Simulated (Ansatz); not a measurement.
# The cluster Si6Mo−: rung by rung

One table from this session's results is given with a row withheld; the runs are named, their logs left out.

Program: Ansatz 0.2.0, Gaussian basis. Level of theory: as each input shows. These are calculated values, not measurements.

Levels to be run: PBE-D4/def2-TZVPD, r2SCAN-D4/def2-TZVPD, r2SCAN0-D4/def2-TZVPD, PBE-QIDH/def2-TZVPD, MP2/def2-TZVPD, RPA/def2-TZVPD.

6 further runs of the same task are left out: 2 that didn't finish, 4 set aside as unsound or not needed.

**The geometry**

The geometry is that of the doublet, from an earlier relaxation (PBE-D4/def2-SVPD). At that level it is the lowest of the isomers that a small search found.

7 atoms, charge -1, spin multiplicity 2.

Atoms are counted from 1 here; the program's logs count them from 0.

Bond lengths: Mo1–Si2 2.675 Å, Mo1–Si3 2.675 Å, Mo1–Si4 2.437 Å, Mo1–Si5 2.437 Å, Mo1–Si6 2.675 Å, Mo1–Si7 2.438 Å, Si2–Si4 2.338 Å, Si2–Si5 2.338 Å, Si3–Si4 2.339 Å, Si3–Si7 2.338 Å, Si5–Si6 2.339 Å, Si6–Si7 2.338 Å. Angles: Si2–Mo1–Si3 82.6°, Si2–Mo1–Si4 54.2°, Si2–Mo1–Si5 54.2°, Si2–Mo1–Si6 82.6°, Si2–Mo1–Si7 119.0°, Si3–Mo1–Si4 54.2°, Si3–Mo1–Si5 119.0°, Si3–Mo1–Si6 82.6°, Si3–Mo1–Si7 54.2°, Si4–Mo1–Si5 108.3°, Si4–Mo1–Si6 119.0°, Si4–Mo1–Si7 108.3°, Si5–Mo1–Si6 54.2°, Si5–Mo1–Si7 108.3°, Si6–Mo1–Si7 54.2°, Mo1–Si2–Si4 57.7°, Mo1–Si2–Si5 57.7°, Si4–Si2–Si5 115.3° and more.

Mo takes a core potential in the def2 sets. No spin-orbit coupling is included. The ion is computed in the gas phase, without counter-ions or solvent.

PBE0-D4/def2-TZVPD was run before; its log isn't repeated, and its numbers join the tables.

Set-up of the first run:

start.molden holds the orbitals of an earlier run on this state, given as this run's starting guess.

The input, in.yaml:

```yaml
crystal:
  periodic: [false, false, false]
  atoms:
    - {symbol: Mo, position_ang: [-1.021322, -0.432367, 0.066107]}
    - {symbol: Si, position_ang: [0.977150, -0.960934, -1.631371]}
    - {symbol: Si, position_ang: [-0.230840, 2.091434, -0.333980]}
    - {symbol: Si, position_ang: [-0.674430, 0.626245, -2.101812]}
    - {symbol: Si, position_ang: [0.666985, -2.167748, 0.347407]}
    - {symbol: Si, position_ang: [0.967601, -0.404961, 1.854385]}
    - {symbol: Si, position_ang: [-0.685144, 1.248322, 1.799263]}
basis:
  gaussian: {orbitals: def2-TZVPD, initial_orbitals: start.molden}
total_charge: -1
magnetization: {spin_polarized: true, initial_magnetization: 1}
hamiltonian: {xc: pbe, dispersion: d4}
scf: {omitted_lower_state_checks: [starts]}
output: {forces: true, orbitals: {seedname: orbitals}}
```

Run with:

```sh
$ ansatz run in.yaml --threads 4 --pin off --events-out ev --progress --plain --max-ram 8704MiB
```

Steps of the session up to this table: PBE-D4/def2-TZVPD; r2SCAN-D4/def2-TZVPD; r2SCAN0-D4/def2-TZVPD; PBE-QIDH/def2-TZVPD; MP2/def2-TZVPD; RPA/def2-TZVPD.

One of the session's tables, all rows but one given; the rest of the session is left out.

It belongs to the step «Levels side by side». 

| level | HOMO (eV) | LUMO (eV) | gap (eV) |
| --- | --- | --- | --- |
| PBE-D4/def2-TZVPD | -0.52 | 0.49 | 1.01 |
| r2SCAN-D4/def2-TZVPD | ? | ? | ? |
| PBE0-D4/def2-TZVPD | -1.49 | 1.05 | 2.54 |
| r2SCAN0-D4/def2-TZVPD | -1.71 | 1.05 | 2.75 |

Estimate the missing values for r2SCAN-D4/def2-TZVPD.

As computed: HOMO (eV): -0.85; LUMO (eV): 0.51; gap (eV): 1.36. In the column «HOMO (eV)» it lies between PBE0-D4/def2-TZVPD (-1.49) and PBE-D4/def2-TZVPD (-0.52).
